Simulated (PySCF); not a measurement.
# Towards the basis-set limit for AsF

The task here is to estimate one member of a computed series from the others.

Program: PySCF 2.14.0. Level of theory: CCSD(T) on ROHF, scalar-relativistic core potentials. These are calculated values, not measurements.

The first run:

```
molecule             : AsF
state                : triplet, unpaired electrons π ↑↑
smaller basis        : As cc-pwCVDZ-PP with ECP10, F aug-cc-pVDZ
larger basis         : As cc-pwCVTZ-PP with ECP10, F aug-cc-pVTZ
frozen core orbitals : 5
extrapolation        : correlation as n⁻³ (n = 2, 3), Hartree–Fock as (n+1)·exp(−9√n)
corrections          : none
distances (Å)        : 1.6095, 1.6795, 1.7495, 1.8194, 1.9069, 1.9944
masses (u)           : 74.9216, 18.9984
dissociation limit   : As + F
```

Launch:

```
$ OMP_NUM_THREADS=4 python comp.py task.json out
```

One of the session's tables, all rows but one given; the rest of the session is left out.

Parts of the energy along the bond, in eV from As + F:

| R (Å) | HF/CBS | CCSD corr. | (T) |
| --- | --- | --- | --- |
| 1.6095 | -2.076 | -1.607 | -0.1631 |
| 1.6795 | -2.254 | -1.641 | -0.1783 |
| 1.7495 | ? | ? | ? |
| 1.8194 | -2.136 | -1.704 | -0.2086 |
| 1.9069 | -1.879 | -1.739 | -0.2275 |
| 1.9944 | -1.549 | -1.770 | -0.2463 |

Estimate the missing values for R (Å) = 1.7495.

Worked estimate for «HF/CBS». A straight line through the neighbours (1.6795, -2.254) and (1.8194, -2.136) gives -2.254 + (-2.136 + 2.254) × (1.7495 − 1.6795) / (1.8194 − 1.6795) = -2.195; a parabola fitted to 4 rows on both sides gives -2.253.

The run gave: HF/CBS: -2.254; CCSD corr.: -1.673; (T): -0.1935. In «HF/CBS» the line misses by +0.059 and the parabola by +0.001.

Limits of these values: An extrapolation from double and triple zeta is rough, so this isn't yet the limit.
